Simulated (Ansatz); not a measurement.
**BPt: a trial structure relaxed**

The task: take a trial cell of BPt to zero force and stress.

Method: DFT PBE, scalar-relativistic, plane waves, PAW, in Ansatz 0.2.0.

## Step 1: The starting structure

It takes space group P6_3/mmc (No. 194, hexagonal). Conventional cell: a = 3.229 Å, b = 3.229 Å, c = 5.261 Å, α = 90.00°, β = 90.00°, γ = 120.00°. Around B (site symmetry -6m2) lie 6 Pt at 2.28 Å. Around Pt (site symmetry -3m) lie 6 B at 2.28 Å.

Structure file:

```
CELL_PARAMETERS angstrom
3.22943 0.00000 0.00000
-1.61471 2.79677 0.00000
0.00000 0.00000 5.26127
ATOMIC_POSITIONS crystal
B 0.66667 0.33333 0.75000
B 0.33333 0.66667 0.25000
Pt 0.00000 0.00000 0.00000
Pt 0.00000 0.00000 0.50000
```

The start is a polymorph listed in a database, not an invented cell.

## Step 2: A first look at the guess

Contents of input.yaml:

```yaml
crystal:
  lattice:
    - [3.22942781, 0.0, 0.0]
    - [-1.61471391, 2.79676652, 0.0]
    - [0.0, 0.0, 5.26127291]
  atoms:
    - { symbol: B, position: [0.66666667, 0.33333333, 0.75] }
    - { symbol: B, position: [0.33333333, 0.66666667, 0.25] }
    - { symbol: Pt, position: [0.0, 0.0, 0.0] }
    - { symbol: Pt, position: [0.0, 0.0, 0.5] }
basis:
  ecutwfc: 420
kpoints:
  mp_grid: { grid: [6, 6, 4] }
hamiltonian:
  xc: pbe
scf:
  occupations: { method: gaussian, width: 0.1 }
  lower_state_search: "off"
output:
  forces: true
  stress: true
  eigenvalues: true
```

The run is started by

```sh
$ ansatz run input.yaml --threads 1 --pin off --max-ram 2560MiB --backend cpu --events-out ev --progress --plain --runs-dir out
```

Log, shortened:

```text
[...]
SCF converged after 6 iterations
Free energy (F): -25357.650101 eV
[...]
E sigma→0 (E₀):  -25357.644947 eV
Entropy (-TS):   -0.010308 eV (-2.577 meV/atom)
Fermi energy:    18.215580 eV
[...]
--- Forces (eV/Å), atoms counted from 1 ---
  atom   1  B      0.00000000    -0.00000000     0.00000000
  atom   2  B      0.00000000     0.00000000     0.00000000
  atom   3  Pt     0.00000000    -0.00000000     0.00000000
  atom   4  Pt    -0.00000000    -0.00000000    -0.00000000
[...]
--- Stress (GPa, compression-positive) ---
       -0.436473       0.000000       0.000000
        0.000000      -0.436473       0.000000
        0.000000       0.000000      -2.795490
  P = ⅓ Tr σ = -1.2228 GPa (-12.228 kbar)
--- Band table (eV; the first three rows and the last of 21) ---
  k-point 0: bands = ["-81.2581", "-81.2337", "-35.9090", "-35.4615", "-35.3557", "-35.3557", "-35.3118", "-35.3118", "5.6661", "10.1735", "10.9764", "11.4093", "11.9566", "11.9566", "13.6839", "13.6839", "14.2329", "14.2329", "16.1098", "16.1098", "19.5209", "20.2412", "20.2412", [...]
[...]
```

It took 1.4 s on 1 thread of Intel Xeon Platinum 8259CL at 2.50GHz (Skylake/Cascade Lake), shared host; peak memory 0.37 GiB.

From the probe: pressure -1.2 GPa, largest force 0.00 eV/Å, gap on this mesh none (metal). The relaxation goes to the converged mesh at once.

## Step 3: Full relaxation

Edit input.yaml of step 2 so:

```diff
@@ -13,3 +13,3 @@
 kpoints:
-  mp_grid: { grid: [6, 6, 4] }
+  mp_grid: { grid: [18, 18, 10] }
 hamiltonian:
@@ -18,3 +18,2 @@
   occupations: { method: gaussian, width: 0.1 }
-  lower_state_search: "off"
 output:
@@ -23 +22,10 @@
   eigenvalues: true
+  write_density: true
+  write_potential: true
+  elf: true
+  volumetric_format: npy
+relax:
+  adjacent_minimum: "off"
+  f_tol: 0.01
+  max_steps: 80
+  cell: { stress_tol: 0.05 }
```

The run is started by

```sh
$ ansatz run input.yaml --threads 1 --pin off --max-ram 2560MiB --backend cpu --events-out ev --progress --plain --runs-dir out
```

Log, shortened:

```text
Warning: RAYON_NUM_THREADS=1 ignored (pool sized by the plan → 1); use --threads N
[...]
Pseudopotentials: kind: paw
Pseudopotential: B, paw, valence charge 3, recommended cutoff 420 eV (normal), B.paw.azcp
Pseudopotential: Pt, paw, valence charge 18, recommended cutoff 420 eV (normal), Pt.paw.azcp
Functional definition: PBE
[...]
Crystal: 4 atoms, lattice volume = 47.520 Å³
Basis set: ecut = 420 eV, 941 PW (Γ), exchange–correlation on 48×48×72 points (8 copies of the dense FFT grid, shifted against one another)
Bands: 26, of which v1, the nominal top of the filled ones, is band 21 counted from 1 (20 counted from 0)
Symmetry: 24 space group operations
Space group: P63/mmc (ITA 194), of the structure as read, at distance tolerance 3.6e-5 Å
k-points: 222 of 3240
[...]
SCF iter   1: F=—  HF=-25357.650412 eV  |F-HF|=—  |Δ(HF+E_count)|=         —  Δρ=3.31e-3  dr2=3.34e-3  ethr=1.77e-3  ⟨swp⟩=5.8  Hψ=23461  notcnv=0
[...]
--- Stress (GPa, compression-positive) ---
       -0.003658       0.000000      -0.000000
        0.000000      -0.003658       0.000000
       -0.000000       0.000000      -0.004103
  P = ⅓ Tr σ = -0.0038 GPa (-0.038 kbar)
--- Band table (eV; the first three rows and the last of 222) ---
[... band rows left out ...]
[...]
--- Relaxed structure (3 steps of the walk, 3 accepted, 1 SCFs on fresh bases) ---
  F+E_penalty+E_count = -25357.65300114 eV   max|allowed force component| = 1.527e-16 eV/Å   (the final SCF, on the basis selected at the relaxed cell)
  cell:  # Å, volume = 47.3131 Å³
    - [3.2240104551898945, 2.8819089340930477e-9, 0.0]
    - [-1.6120052300907535, 2.7920749548201256, 0.0]
    - [0.0, 0.0, 5.256027163684993]
  atoms:
    - { symbol: B, position: [0.6666666666666665, 0.3333333333333333, 0.75] }
    - { symbol: B, position: [0.33333333333333337, 0.6666666666666667, 0.25] }
    - { symbol: Pt, position: [2.7791288792666945e-34, 3.960952290579228e-34, 2.8598264997671983e-37] }
    - { symbol: Pt, position: [2.7159472278444017e-34, 3.840801162784341e-34, 0.5] }
```

It took 49 s on 1 thread of Intel Xeon Platinum 8259CL at 2.50GHz (Skylake/Cascade Lake), shared host; peak memory 0.56 GiB.

Step by step:

```csv
step,energy from step 1 (eV/cell),largest force component (eV/Å),pressure (GPa),volume (Å³)
1,0.0000,0.0000,-1.04,47.52
2,-0.0008,0.0000,0.42,47.23
3,-0.0008,0.0000,0.00,47.31
4,-0.0007,0.0000,0.00,47.31
```

Step 1 is the start. Step 4 repeats the geometry before it on a plane-wave basis chosen anew for that cell, so its energy need not be comparable with the rows above.

|  | before | after | change |
| --- | --- | --- | --- |
| a (Å) | 3.229 | 3.224 | -0.2 % |
| b (Å) | 3.229 | 3.224 | -0.2 % |
| c (Å) | 5.261 | 5.256 | -0.1 % |
| volume (Å³/atom) | 11.88 | 11.83 | -0.4 % |
| shortest distance (Å) | 2.282 | 2.278 | -0.1 % |
| space group (0.01 Å) | P6_3/mmc | P6_3/mmc | same |

The run keeps the 24 symmetry operations of the start, so it could not have lowered the symmetry.

Density in a lattice plane of the grid's cell (edges 3.22 and 5.26 Å, at 0.000 of the third edge), which holds Pt.

Ten even steps from ' ' (0.23 e/Å³) to '@' (12.00 e/Å³):
```
%%##++::              ::++##
++==::..              ..::==
....                      ..
                            
                            
                            
....                      ..
++==::..              ..::==
%%##++::              ::++##
@@%%**::              ::**%%
%%##++::              ::++##
++==::..              ..::==
....                      ..
                            
                            
                            
....                      ..
++==::..              ..::==
%%##++::              ::++##
@@@@**--              --**@@
```
Columns run along the first of these edges and rows up along the second, over one cell in 14 and 20 even steps from the bottom left corner. Atoms in the plane (fractional): Pt at (0.00, 0.00), Pt at (0.00, 0.50).

ELF in the same plane.

Ten even steps from '0' (0.20) to '9' (0.70):
```
99863110113689
98642222222468
44212344432124
11123555553211
12234555554322
11123555553211
44222344432224
98642222222468
99863100013689
99973100013799
99863100013689
98642222222468
44222344432224
11123555553211
12234555554322
11123555553211
44212344432124
98642222222468
99863110113689
99973100013799
```
Columns run along the first of these edges and rows up along the second, over one cell in 14 and 20 even steps from the bottom left corner. Atoms in the plane (fractional): Pt at (0.00, 0.00), Pt at (0.00, 0.50).

Both are smooth fields of the valence electrons: close to the nuclei they are not physical.

Outside the cores ELF peaks at 0.73 on the B–Pt line, 0.8 Å from B.

## Step 4: Results

| quantity | value |
| --- | --- |
| symmetry at the end (tolerance 0.05 Å) | space group P6_3/mmc (No. 194) |
| conventional cell | a = 3.224 Å, b = 3.224 Å, c = 5.256 Å, α = 90.00°, β = 90.00°, γ = 120.00° |
| volume | 11.83 Å³/atom |
| energy over the elements | +0.05 eV/atom |
| gap on the mesh | none (metal) |

**Reading.** The space group P6_3/mmc (No. 194) is kept, at nearly the size of the first guess. The formation energy is positive, so the separate elements lie lower. No finished test with a distortion of lower symmetry is shown, so the end may be a saddle point. The runs treat Pt without spin-orbit coupling.
